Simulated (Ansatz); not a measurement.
# B2ClFH3NOSi: two geometries relaxed

Aim: relax the geometries before and after the inversion of the pyramid at N1, and see whether they are two minima and how far apart in energy. SMILES of the start: N[Si]1(F)OBB1Cl.

Method: RKS LDA/def2-SVP, in Ansatz 0.2.0.

## 1. Starting point

Bond lengths: N1–Si2 1.757 Å, Si2–F3 1.671 Å, Si2–O4 1.708 Å, O4–B5 1.466 Å, Si2–B6 1.851 Å, B5–B6 1.723 Å, B6–Cl7 1.865 Å, N1–H8 1.094 Å, N1–H9 1.034 Å, B5–H10 1.141 Å. Angles (14 of 16 angles, heavy atoms first): N1–Si2–F3 114.3°, N1–Si2–O4 115.7°, N1–Si2–B6 113.1°, F3–Si2–O4 112.1°, F3–Si2–B6 116.9°, O4–Si2–B6 80.6°, Si2–O4–B5 100.1°, O4–B5–B6 92.2°, Si2–B6–B5 86.0°, Si2–B6–Cl7 136.5°, B5–B6–Cl7 135.9°, Si2–N1–H8 103.3°, Si2–N1–H9 109.2°, O4–B5–H10 134.5°.

Structure file:

```xyz
10

N    -1.7357   -0.2868    0.5020
Si   -0.1340    0.4359    0.5245
F     0.2381    1.2411    1.9403
O     0.2896    1.3418   -0.8599
B     1.1694    0.3837   -1.5361
B     1.1726   -0.6733   -0.1750
Cl    1.8492   -2.3705    0.2008
H    -2.3985    0.5620    0.6961
H    -1.8459   -0.8952    1.3304
H     1.4783    0.2103   -2.6202
```

## 2. End point A

File input.yaml:

```yaml
crystal:
  periodic: [false, false, false]
  atoms:
    - { symbol: "N", position_ang: [-1.7357, -0.2868, 0.502] }
    - { symbol: Si, position_ang: [-0.134, 0.4359, 0.5245] }
    - { symbol: F, position_ang: [0.2381, 1.2411, 1.9403] }
    - { symbol: O, position_ang: [0.2896, 1.3418, -0.8599] }
    - { symbol: B, position_ang: [1.1694, 0.3837, -1.5361] }
    - { symbol: B, position_ang: [1.1726, -0.6733, -0.175] }
    - { symbol: Cl, position_ang: [1.8492, -2.3705, 0.2008] }
    - { symbol: H, position_ang: [-2.3985, 0.562, 0.6961] }
    - { symbol: H, position_ang: [-1.8459, -0.8952, 1.3304] }
    - { symbol: H, position_ang: [1.4783, 0.2103, -2.6202] }
basis:
  gaussian: { orbitals: def2-SVP }
hamiltonian:
  xc: lda
relax:
  f_tol: 0.015
  max_steps: 40
```

Run with:

```sh
ansatz run input.yaml --threads 2 --pin off --max-ram 3072MiB --backend cpu --events-out ev --progress --plain --runs-dir out
```

Standard output, shortened:

```text
Warning: RAYON_NUM_THREADS=2 ignored (pool sized by the plan → 2); use --threads N
[...]
Functional definition: SPW92
[...]
1336 factors; their error is unknown
[...]
mean field -27915.12067562 eV, -1025.8617632805 hartree, gradient 3.6e-5 eV, S^2 0.000000; 0 other end points of the search recorded, 0 dependent functions left out
[...]
reference -27915.12071151 eV, -1025.8617645996 hartree; 34, 34 occupied and 87, 87 virtual orbitals, 1336 factors
relax step   1: F+E_penalty+E_count = -27915.12067562 eV  Δ(F+E_penalty+E_count) = +0.000e0 eV  max|allowed force component| = 4.291e0 eV/Å  Δτ_max = 0.0000 Å  (31 SCF iters, accepted)
[...]
relax step   4: F+E_penalty+E_count = -27916.36924872 eV  Δ(F+E_penalty+E_count) = -4.998e-2 eV  max|allowed force component| = 4.116e-1 eV/Å  Δτ_max = 0.0605 Å  (30 SCF iters, accepted)
[...]
relax step   7: F+E_penalty+E_count = -27916.40423875 eV  Δ(F+E_penalty+E_count) = -7.042e-3 eV  max|allowed force component| = 4.067e-1 eV/Å  Δτ_max = 0.0660 Å  (31 SCF iters, accepted)
[...]
relax step  10: F+E_penalty+E_count = -27916.40975967 eV  Δ(F+E_penalty+E_count) = -2.852e-3 eV  max|allowed force component| = 4.073e-2 eV/Å  Δτ_max = 0.0487 Å  (29 SCF iters, accepted)
[...]
relax step  13: F+E_penalty+E_count = -27916.41154637 eV  Δ(F+E_penalty+E_count) = -1.021e-3 eV  max|allowed force component| = 1.988e-1 eV/Å  Δτ_max = 0.0985 Å  (29 SCF iters, accepted)
[...]
relax step  14: F+E_penalty+E_count = -27916.41270412 eV  Δ(F+E_penalty+E_count) = -1.158e-3 eV  max|allowed force component| = 7.471e-2 eV/Å  Δτ_max = 0.0181 Å  (30 SCF iters, accepted)
[...]
relax step  15: F+E_penalty+E_count = -27916.41310218 eV  Δ(F+E_penalty+E_count) = -3.981e-4 eV  max|allowed force component| = 7.229e-2 eV/Å  Δτ_max = 0.0220 Å  (31 SCF iters, accepted)
```

## 3. The log goes on: end point A relaxed

The log, continued, shortened:

```text
[...]
1336 factors; their error is unknown
mean field -27916.41465952 eV, -1025.9093163119 hartree, gradient 2.3e-5 eV, S^2 0.000000; 0 other end points of the search recorded, 0 dependent functions left out
[...]
reference -27916.41469570 eV, -1025.9093176416 hartree; 34, 34 occupied and 87, 87 virtual orbitals, 1336 factors
relax step  16: F+E_penalty+E_count = -27916.41465952 eV  Δ(F+E_penalty+E_count) = -1.557e-3 eV  max|allowed force component| = 7.898e-2 eV/Å  Δτ_max = 0.0757 Å  (29 SCF iters, accepted)
[...]
relax step  18: F+E_penalty+E_count = -27916.41556630 eV  Δ(F+E_penalty+E_count) = -9.068e-4 eV  max|allowed force component| = 9.521e-2 eV/Å  Δτ_max = 0.0498 Å  (31 SCF iters, accepted)
[...]
Atom 0 at    -1.713408    -0.084103     0.716185 Å, force    -0.003407     0.008966    -0.008623 eV/Å
Atom 1 at    -0.046879     0.264248     0.698275 Å, force     0.002708    -0.001778     0.003750 eV/Å
Atom 2 at     0.374351     1.188159     1.965253 Å, force    -0.002280    -0.002611    -0.000814 eV/Å
Atom 3 at     0.193865     1.159636    -0.766834 Å, force    -0.002905     0.003167     0.000480 eV/Å
Atom 4 at     0.999700     0.273951    -1.429061 Å, force     0.002151    -0.003907    -0.002274 eV/Å
Atom 5 at     1.271431    -0.924302    -0.204411 Å, force    -0.000183     0.001309     0.001537 eV/Å
Atom 6 at     2.231471    -2.329164     0.036230 Å, force    -0.000290     0.000188    -0.000183 eV/Å
Atom 7 at    -2.337913     0.387419     0.054243 Å, force     0.002311    -0.006860     0.008461 eV/Å
Atom 8 at    -2.203256    -0.479028     1.522607 Å, force     0.002345     0.001328    -0.002332 eV/Å
Atom 9 at     1.313739     0.492185    -2.589587 Å, force    -0.000450     0.000197    -0.000002 eV/Å
Dipole moment:    -0.427755    -0.315694     0.114819 e Å
```

Wall time 70 s (2 threads of Arm Neoverse V1, shared host); peak memory 0.19 GiB.

The steps of the relaxation:

| step | energy from step 1 (eV) | largest force component (eV/Å) |
| --- | --- | --- |
| 1 | 0.0000 | 4.2906 |
| 2 | -0.9339 | 2.3503 |
| 3 | -1.1986 | 0.9035 |
| 4 | -1.2486 | 0.4116 |
| 5 | -1.2673 | 0.2052 |
| 6 | -1.2765 | 0.6725 |
| 7 | -1.2836 | 0.4067 |
| 8 | -1.2852 | 0.3139 |
| 9 | -1.2862 | 0.1281 |
| 10 | -1.2891 | 0.0407 |
| 11x | -1.2579 | 0.4050 |
| 12 | -1.2898 | 0.0471 |
| 13 | -1.2909 | 0.1988 |
| 14 | -1.2920 | 0.0747 |
| 15 | -1.2924 | 0.0723 |
| 16 | -1.2940 | 0.0790 |
| 17x | -1.2936 | 0.2285 |
| 18 | -1.2949 | 0.0952 |
| 19x | -1.2949 | 0.0969 |
| 20 | -1.2956 | 0.0274 |
| 21 | -1.2959 | 0.0592 |
| 22 | -1.2961 | 0.0406 |
| 23 | -1.2964 | 0.0178 |
| 24 | -1.2965 | 0.0315 |
| 25 | -1.2965 | 0.0234 |
| 26 | -1.2966 | 0.0090 |

Step 1 is the start. 3 steps were tried and not accepted (marked x).

After: Bond lengths: N1–Si2 1.703 Å, Si2–F3 1.624 Å, Si2–O4 1.734 Å, O4–B5 1.368 Å, Si2–B6 1.991 Å, B5–B6 1.735 Å, B6–Cl7 1.718 Å, N1–H8 1.025 Å, N1–H9 1.023 Å, B5–H10 1.222 Å. Angles (14 of 16 angles, heavy atoms first): N1–Si2–F3 111.2°, N1–Si2–O4 104.5°, N1–Si2–B6 122.0°, F3–Si2–O4 109.2°, F3–Si2–B6 121.4°, O4–Si2–B6 80.4°, Si2–O4–B5 99.0°, O4–B5–B6 101.4°, Si2–B6–B5 78.7°, Si2–B6–Cl7 142.6°, B5–B6–Cl7 138.7°, Si2–N1–H8 119.7°, Si2–N1–H9 123.8°, O4–B5–H10 119.7°.

## 4. End point B

The second end starts from a geometry with the move made by hand.

Changes to input.yaml since step 2:

```diff
@@ -10,4 +10,4 @@
     - { symbol: Cl, position_ang: [1.8492, -2.3705, 0.2008] }
-    - { symbol: H, position_ang: [-2.3985, 0.562, 0.6961] }
-    - { symbol: H, position_ang: [-1.8459, -0.8952, 1.3304] }
+    - { symbol: H, position_ang: [-2.13441, 0.01307, -0.47193] }
+    - { symbol: H, position_ang: [-1.64419, -1.31447, 0.43826] }
     - { symbol: H, position_ang: [1.4783, 0.2103, -2.6202] }
@@ -20 +20,3 @@
   max_steps: 40
+output:
+  orbitals: {}
```

Run with:

```sh
ansatz run input.yaml --threads 2 --pin off --max-ram 3072MiB --backend cpu --events-out ev --progress --plain --runs-dir out
```

Standard output, shortened:

```text
Warning: RAYON_NUM_THREADS=2 ignored (pool sized by the plan → 2); use --threads N
[...]
Functional definition: SPW92
[...]
1336 factors; their error is unknown
[...]
mean field -27915.02369899 eV, -1025.8581994554 hartree, gradient 6.9e-5 eV, S^2 0.000000; 0 other end points of the search recorded, 0 dependent functions left out
[...]
reference -27915.02373443 eV, -1025.8582007575 hartree; 34, 34 occupied and 87, 87 virtual orbitals, 1336 factors
relax step   1: F+E_penalty+E_count = -27915.02369899 eV  Δ(F+E_penalty+E_count) = +0.000e0 eV  max|allowed force component| = 4.264e0 eV/Å  Δτ_max = 0.0000 Å  (31 SCF iters, accepted)
[...]
relax step   5: F+E_penalty+E_count = -27916.33377610 eV  Δ(F+E_penalty+E_count) = -3.248e-2 eV  max|allowed force component| = 2.939e-1 eV/Å  Δτ_max = 0.0638 Å  (31 SCF iters, accepted)
[...]
relax step   9: F+E_penalty+E_count = -27916.40113802 eV  Δ(F+E_penalty+E_count) = -1.635e-2 eV  max|allowed force component| = 4.060e-1 eV/Å  Δτ_max = 0.0846 Å  (30 SCF iters, accepted)
[...]
relax step  13: F+E_penalty+E_count = -27916.40983035 eV  Δ(F+E_penalty+E_count) = -2.944e-3 eV  max|allowed force component| = 7.203e-2 eV/Å  Δτ_max = 0.0201 Å  (30 SCF iters, accepted)
[...]
relax step  15: F+E_penalty+E_count = -27916.41478877 eV  Δ(F+E_penalty+E_count) = -1.550e-3 eV  max|allowed force component| = 1.097e-1 eV/Å  Δτ_max = 0.0525 Å  (30 SCF iters, accepted)
[...]
relax step  16: F+E_penalty+E_count = -27916.41400564 eV  Δ(F+E_penalty+E_count) = +7.831e-4 eV  max|allowed force component| = 1.280e-1 eV/Å  Δτ_max = 0.0210 Å  (31 SCF iters, rejected (line search))
[...]
1336 factors; their error is unknown
mean field -27916.41536986 eV, -1025.9093424166 hartree, gradient 2.1e-5 eV, S^2 0.000000; 0 other end points of the search recorded, 0 dependent functions left out
```

## 5. The output, continued: end point B relaxed

Output, continued, shortened:

```text
[...]
reference -27916.41540608 eV, -1025.9093437474 hartree; 34, 34 occupied and 87, 87 virtual orbitals, 1336 factors
relax step  17: F+E_penalty+E_count = -27916.41536986 eV  Δ(F+E_penalty+E_count) = -5.811e-4 eV  max|allowed force component| = 1.775e-2 eV/Å  Δτ_max = 0.0102 Å  (31 SCF iters, accepted)
[...]
relax step  19: F+E_penalty+E_count = -27916.41623405 eV  Δ(F+E_penalty+E_count) = -3.818e-4 eV  max|allowed force component| = 8.372e-2 eV/Å  Δτ_max = 0.0819 Å  (31 SCF iters, accepted)
[...]
relax step  21: F+E_penalty+E_count = -27916.41680015 eV  Δ(F+E_penalty+E_count) = -1.788e-4 eV  max|allowed force component| = 1.275e-2 eV/Å  Δτ_max = 0.0145 Å  (32 SCF iters, accepted)
[...]
relax step  23: F+E_penalty+E_count = -27916.41714441 eV  Δ(F+E_penalty+E_count) = -1.591e-4 eV  max|allowed force component| = 4.754e-2 eV/Å  Δτ_max = 0.0079 Å  (32 SCF iters, accepted)
[...]
Atom 0 at    -1.732455    -0.317908     0.278073 Å, force    -0.006124     0.002957    -0.004491 eV/Å
Atom 1 at    -0.107889     0.147780     0.484505 Å, force     0.000072    -0.000131    -0.000673 eV/Å
Atom 2 at     0.075225     1.065830     1.810925 Å, force    -0.000305    -0.000437     0.000652 eV/Å
Atom 3 at     0.254458     1.094068    -0.922432 Å, force     0.000062    -0.000069    -0.001481 eV/Å
Atom 4 at     1.197340     0.280518    -1.489819 Å, force    -0.001942    -0.000011     0.000174 eV/Å
Atom 5 at     1.396691    -0.924198    -0.257615 Å, force     0.003653    -0.000500    -0.000236 eV/Å
Atom 6 at     2.418579    -2.262871     0.084628 Å, force    -0.001063     0.000575    -0.000194 eV/Å
Atom 7 at    -2.300156     0.119460    -0.454534 Å, force     0.004883    -0.003404     0.006074 eV/Å
Atom 8 at    -2.291018    -0.768185     1.007075 Å, force     0.000619     0.001183    -0.001110 eV/Å
Atom 9 at     1.638126     0.546306    -2.598075 Å, force     0.000145    -0.000164     0.001285 eV/Å
Dipole moment:    -0.414899    -0.348907     0.052075 e Å
```

Run time: 69 s. Hardware: 2 threads of Arm Neoverse V1, shared host; peak memory 0.2 GiB.

The steps of the relaxation:

```
step  energy from step 1 (eV)  largest force component (eV/Å)
   1                   0.0000                          4.2644
   2                  -0.9369                          2.3026
   3                  -1.2118                          0.9619
   4                  -1.2776                          0.5431
   5                  -1.3101                          0.2939
  6x                  -1.3025                          1.0179
   7                  -1.3394                          0.5531
   8                  -1.3611                          0.1569
   9                  -1.3774                          0.4060
 10x                  -0.9191                          4.9142
  11                  -1.3832                          0.0903
 12x                  -1.3731                          0.3081
  13                  -1.3861                          0.0720
  14                  -1.3895                          0.0709
  15                  -1.3911                          0.1097
 16x                  -1.3903                          0.1280
  17                  -1.3917                          0.0178
  18                  -1.3922                          0.0214
  19                  -1.3925                          0.0837
  20                  -1.3929                          0.0229
  21                  -1.3931                          0.0128
  22                  -1.3933                          0.0563
  23                  -1.3934                          0.0475
  24                  -1.3935                          0.0504
  25                  -1.3935                          0.0332
  26                  -1.3936                          0.0156
  27                  -1.3936                          0.0061
```

Step 1 is the start. 4 steps were tried and not accepted (marked x).

After: Bond lengths: N1–Si2 1.703 Å, Si2–F3 1.623 Å, Si2–O4 1.734 Å, O4–B5 1.369 Å, Si2–B6 1.991 Å, B5–B6 1.735 Å, B6–Cl7 1.719 Å, N1–H8 1.025 Å, N1–H9 1.023 Å, B5–H10 1.222 Å. Angles (14 of 16 angles, heavy atoms first): N1–Si2–F3 111.2°, N1–Si2–O4 104.5°, N1–Si2–B6 121.9°, F3–Si2–O4 109.3°, F3–Si2–B6 121.6°, O4–Si2–B6 80.4°, Si2–O4–B5 99.0°, O4–B5–B6 101.4°, Si2–B6–B5 78.7°, Si2–B6–Cl7 142.6°, B5–B6–Cl7 138.7°, Si2–N1–H8 119.9°, Si2–N1–H9 123.7°, O4–B5–H10 119.7°.

## 6. Results

```
                           quantity                     value
                              end A  22 moves, 1.297 eV lower
                              end B  22 moves, 1.394 eV lower
largest difference between the ends                    0.01 Å
            end B relative to end A                 -0.000 eV
```

**Reading.** The two relaxations end at one structure, within 0.01 Å: no second minimum was found from this start, which doesn't rule one out.
